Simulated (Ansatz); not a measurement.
**CH₅GeO radical: basis-set convergence**

Aim: see how fast density functionals converge with the basis set for CH₅GeO radical.

The runs use Ansatz 0.2.0, Gaussian basis; one geometry, several basis sets.

Levels to be run: PBE0-D4/def2-SVP; ωB97M-V/def2-SVP; PBE0-D4/def2-QZVPP; ωB97M-V/def2-QZVPP; the functionals' def2-TZVPP values are taken from earlier runs.

### Step 1. The relaxed structure

An earlier PBE0-D4 in a triple-zeta def2 set relaxation fixed the geometry.

SMILES `[CH2][GeH2][OH]`, 8 atoms, charge 0, spin multiplicity 2.

Atoms are counted from 1 here; the program's logs count them from 0.

Bond lengths: C1–Ge2 1.908 Å, C1–H4 1.084 Å, C1–H5 1.084 Å, Ge2–O3 1.784 Å, Ge2–H6 1.546 Å, Ge2–H7 1.546 Å, O3–H8 0.959 Å. Angles: Ge2–C1–H4 122.8°, Ge2–C1–H5 120.5°, H4–C1–H5 116.8°, C1–Ge2–O3 103.9°, C1–Ge2–H6 112.6°, C1–Ge2–H7 112.6°, O3–Ge2–H6 109.6°, O3–Ge2–H7 109.6°, H6–Ge2–H7 108.4°, Ge2–O3–H8 112.9°.

### Step 2. PBE0-D4 in def2-SVP

Contents of in.yaml:

```yaml
crystal:
  periodic: [false, false, false]
  atoms:
    - {symbol: C, position_ang: [-1.059320, 0.554327, -0.812359]}
    - {symbol: Ge, position_ang: [0.564355, 0.058264, 0.058304]}
    - {symbol: O, position_ang: [0.067669, -1.222834, 1.196746]}
    - {symbol: H, position_ang: [-1.102398, 1.313067, -1.585213]}
    - {symbol: H, position_ang: [-1.994787, 0.075673, -0.545291]}
    - {symbol: H, position_ang: [1.200540, 1.229586, 0.841997]}
    - {symbol: H, position_ang: [1.618112, -0.500436, -0.925521]}
    - {symbol: H, position_ang: [0.798127, -1.564747, 1.715637]}
basis:
  gaussian: {orbitals: def2-SVP}
magnetization: {spin_polarized: true, initial_magnetization: 1}
hamiltonian: {xc: pbe0, dispersion: d4}
output: {orbitals: {seedname: orbitals}}
```

Started as:

```console
ansatz run in.yaml --threads 4 --pin off --events-out ev --progress --plain --max-ram 10444MiB
```

The runs that follow: ωB97M-V in def2-SVP; PBE0-D4 in def2-QZVPP; ωB97M-V in def2-QZVPP.

**Question.** What will the summary of the whole plan be? Wanted: PBE0-D4: double and triple zeta above quadruple; ωB97M-V: double and triple zeta above quadruple.

As calculated:

| quantity | value |
| --- | --- |
| PBE0-D4: double and triple zeta above quadruple | 12.46, 1.42 eV |
| ωB97M-V: double and triple zeta above quadruple | 12.56, 1.38 eV |

In words: For PBE0-D4 the step from double to triple zeta gains 11.04 eV and the next only 1.42 eV. These are total energies; as a rule much of such shifts cancels in differences, which this series doesn't test.
